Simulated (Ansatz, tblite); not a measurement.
**In3Sb3 wurtzite hole sphere (In₃Sb₃H₁₂): one state, many levels**

Aim: run the singlet of In3Sb3 wurtzite hole sphere (In₃Sb₃H₁₂) at one geometry on many levels, and compare frontier levels, spin and run time.

The runs use Ansatz 0.2.0, Gaussian basis; as each input shows.

Levels to be run: GFN1-xTB, GFN2-xTB, PBE-D4/def2-TZVP, r2SCAN-D4/def2-TZVP, PBE+5HF/def2-SVP, PBE+10HF/def2-SVP, PBE+15HF/def2-SVP, PBE+35HF/def2-SVP, PBE+50HF/def2-SVP, PBE-D4/def2-SVP, PBE0-D4/def2-SVP.

1 further run of the same task is left out (set aside as unsound or not needed).

## Step 1: The relaxed structure

The singlet was relaxed beforehand with PBE-D4/def2-SVP.

18 atoms, charge 0, spin multiplicity 1.

Bond lengths: Sb1–In2 2.913 Å, Sb1–In4 2.913 Å, Sb1–H7 1.720 Å, Sb1–H8 1.721 Å, In2–Sb3 2.913 Å, In2–H9 1.733 Å, In2–H10 1.736 Å, Sb3–In6 2.913 Å, Sb3–H11 1.722 Å, Sb3–H12 1.721 Å, In4–Sb5 2.912 Å, In4–H13 1.734 Å, In4–H14 1.736 Å, Sb5–In6 2.913 Å, Sb5–H15 1.722 Å, Sb5–H16 1.722 Å, In6–H17 1.736 Å, In6–H18 1.734 Å. Angles: In2–Sb1–In4 133.1°, In2–Sb1–H7 105.9°, In2–Sb1–H8 105.4°, In4–Sb1–H7 106.1°, In4–Sb1–H8 105.4°, H7–Sb1–H8 94.3°, Sb1–In2–Sb3 93.8°, Sb1–In2–H9 107.8°, Sb1–In2–H10 105.5°, Sb3–In2–H9 107.7°, Sb3–In2–H10 105.5°, H9–In2–H10 130.5°, In2–Sb3–In6 133.0°, In2–Sb3–H11 105.5°, In2–Sb3–H12 106.0°, In6–Sb3–H11 105.4°, In6–Sb3–H12 106.1°, H11–Sb3–H12 94.3° and more.

Coordinates:

```
Sb   -0.00286   -2.45544   -0.20869
In   -2.67470   -1.53857    0.50479
Sb   -2.12340    1.23208   -0.20757
In    2.66956   -1.54733    0.51146
Sb    2.12957    1.22378   -0.20377
In    0.00602    3.08500    0.51365
H    -0.00788   -4.15899    0.03157
H    -0.00104   -2.56740   -1.92612
H    -3.78295   -2.17442   -0.66665
H    -2.72851   -1.56913    2.23951
H    -2.21778    1.29173   -1.92549
H    -3.59865    2.08528    0.03204
H     3.77768   -2.18934   -0.65710
H     2.71662   -1.57944    2.24646
H     2.22401    1.28110   -1.92225
H     3.60635    2.07393    0.04171
H     0.00121    3.13933    2.24874
H     0.00674    4.36781   -0.65233
```

In, Sb take a core potential in the def2 sets. No spin-orbit coupling is included.

PBE0-D4/def2-TZVP was run before; its log isn't repeated, and its numbers join the tables.

## Step 2: GFN1-xTB

Tight binding, by tblite at 300 K electronic temperature and without a spin-polarisation term:

```python
tblite.interface.Calculator('GFN1-xTB', numbers, positions, charge=0, uhf=0).singlepoint()
```

Energy -506.9672 eV, HOMO -9.70 eV, LUMO -6.63 eV; 0.022 s.

## Step 3: GFN2-xTB

Tight binding, by tblite at 300 K electronic temperature and without a spin-polarisation term:

```python
tblite.interface.Calculator('GFN2-xTB', numbers, positions, charge=0, uhf=0).singlepoint()
```

Energy -444.2080 eV, HOMO -10.11 eV, LUMO -6.87 eV; 0.018 s.

## Step 4: PBE-D4/def2-TZVP

start.molden holds the orbitals of an earlier run on this state, given as this run's starting guess.

File in.yaml:

```yaml
crystal:
  periodic: [false, false, false]
  atoms:
    - {symbol: Sb, position_ang: [-0.002862, -2.455435, -0.208689]}
    - {symbol: In, position_ang: [-2.674704, -1.538570, 0.504790]}
    - {symbol: Sb, position_ang: [-2.123404, 1.232078, -0.207569]}
    - {symbol: In, position_ang: [2.669562, -1.547329, 0.511463]}
    - {symbol: Sb, position_ang: [2.129569, 1.223776, -0.203766]}
    - {symbol: In, position_ang: [0.006016, 3.085004, 0.513654]}
    - {symbol: H, position_ang: [-0.007884, -4.158993, 0.031569]}
    - {symbol: H, position_ang: [-0.001037, -2.567397, -1.926119]}
    - {symbol: H, position_ang: [-3.782955, -2.174415, -0.666645]}
    - {symbol: H, position_ang: [-2.728508, -1.569130, 2.239514]}
    - {symbol: H, position_ang: [-2.217783, 1.291729, -1.925495]}
    - {symbol: H, position_ang: [-3.598654, 2.085283, 0.032040]}
    - {symbol: H, position_ang: [3.777682, -2.189342, -0.657102]}
    - {symbol: H, position_ang: [2.716624, -1.579444, 2.246460]}
    - {symbol: H, position_ang: [2.224008, 1.281102, -1.922250]}
    - {symbol: H, position_ang: [3.606354, 2.073925, 0.041710]}
    - {symbol: H, position_ang: [0.001212, 3.139330, 2.248742]}
    - {symbol: H, position_ang: [0.006744, 4.367807, -0.652325]}
basis:
  gaussian: {orbitals: def2-TZVP, initial_orbitals: start.molden}
hamiltonian: {xc: pbe, dispersion: d4}
scf: {omitted_lower_state_checks: [starts]}
output: {orbitals: {seedname: orbitals}}
```

The run is started by

```bash
ansatz run in.yaml --threads 2 --pin off --events-out ev --progress --plain --max-ram 32768MiB --backend cuda --devices 0, --max-vram 18GiB
```

After this run come: r2SCAN-D4/def2-TZVP; PBE+5HF/def2-SVP; PBE+10HF/def2-SVP; PBE+15HF/def2-SVP; PBE+35HF/def2-SVP; PBE+50HF/def2-SVP; PBE-D4/def2-SVP; PBE0-D4/def2-SVP.

Before running them: what should the planned runs give, taken together? Wanted: gap in def2-TZVP, named functionals, smallest and largest; gap over the share of exact exchange; binding an atom, functionals in def2-TZVP; PBE0 total energy, smallest basis above largest.

The runs gave:

| quantity | value |
| --- | --- |
| gap in def2-TZVP, named functionals, smallest and largest | 3.92 eV (PBE-D4), 5.51 eV (PBE0-D4) |
| gap over the share of exact exchange | 3.96 eV at 0, 7.19 eV at 0.5 |
| binding an atom, functionals in def2-TZVP | 2.10 (PBE0-D4) to 2.12 eV (r2SCAN-D4) |
| PBE0 total energy, smallest basis above largest | 1.36 eV (def2-SVP, def2-TZVP) |

What this shows: Over the named functionals in def2-TZVP the gap runs from 3.92 eV (PBE-D4) to 5.51 eV (PBE0-D4); exact exchange widens it. Raising the share of exact exchange from 0 to 0.5 moves the HOMO by -1.85 eV and the LUMO by +1.38 eV.
